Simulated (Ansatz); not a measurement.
**TaC (sextet): wave-function methods side by side, def2-SVP**

One table from this session's results is given with a row withheld; the runs are named, their logs left out.

The runs use Ansatz 0.2.0, Gaussian basis; def2-SVP, core rule «outside noble gas», up to 5 orbitals frozen.

Plan: UHF; CCSD(T) on ROHF; CCSD(T) on UHF; CISD as a restricted active space (open shells left free, so some higher excitations enter); CCSDT(Q) on ROHF; CCSDT(Q) on UHF; CASSCF and MRCISD+Q, 9 electrons in 10 orbitals; CASSCF and NEVPT2, 9 electrons in 10 orbitals.

23 further runs of the same task are left out: 11 for a known fault of the program, 5 that didn't finish, 7 set aside as unsound or not needed. Runs told in other sessions of the task aren't counted.

## The geometry

The geometry is a PBE0/def2-TZVP stationary point (not a proven minimum) of the parent state, kept for this charge and spin. No spin-orbit coupling is included. Elements past krypton take def2 core potentials.

2 atoms, charge 0, spin multiplicity 6.

Atoms are counted from 1 here; the program's logs count them from 0.

Bond lengths: Ta1–C2 1.764 Å.

The first run:

in.yaml

```yaml
crystal:
  periodic: [false, false, false]
  atoms:
    - {symbol: Ta, position_ang: [0.000000, 0.000000, 0.000000]}
    - {symbol: C, position_ang: [0.000000, 0.000000, 1.764200]}
basis:
  gaussian: {orbitals: def2-SVP}
magnetization: {spin_polarized: true, initial_magnetization: 5}
hamiltonian: {xc: hf}
output: {orbitals: {seedname: orbitals}}
```

Run with:

```
> ansatz run in.yaml --threads 1 --pin off --events-out ev --progress --plain --max-ram 2393MiB
```

Among the steps run: UHF; CCSD(T) on ROHF; CCSD(T) on UHF; CISD as a restricted active space (open shells left free, so some higher excitations enter); CCSDT(Q) on ROHF; CCSDT(Q) on UHF; CASSCF and MRCISD+Q, 9 electrons in 10 orbitals; CASSCF and NEVPT2, 9 electrons in 10 orbitals.

One of the session's tables, all rows but one given; the rest of the session is left out.

It belongs to the step «Misses and costs». 

| method | from RCCSDT(Q) (kJ/mol) |
| --- | --- |
| ROHF | ? |
| UHF | +504.4 |
| RMP2 | +69.5 |
| UMP2 | +67.4 |
| RCCSD | +31.0 |
| UCCSD | +22.8 |
| RCCSD(T) | +4.3 |
| UCCSD(T) | -3.1 |
| RCCSDT | +1.3 |
| UCCSDT | -6.4 |
| RCCSDT(Q) | 0 |
| UCCSDT(Q) | -8.3 |
| CASSCF valence | +318.5 |
| NEVPT2 valence | +75.0 |
| MRCISD valence | +21.7 |
| MRCISD+Q valence | +3.4 |

Q: Estimate the row for ROHF from the others.

**Answer.** from RCCSDT(Q) (kJ/mol): +522.7. In the column «from RCCSDT(Q) (kJ/mol)» it is the highest.

Not comparable, so not listed: CISD as a restricted active space (open shells left free, so some higher excitations enter) (they don't share determinant, frozen orbitals or solution with the rows shown, or repeat one).

To keep in mind: Restricted and unrestricted rows rest on different reference determinants; a gap between their highest levels can come from leftover correlation error, from unlike frozen cores or from another state.
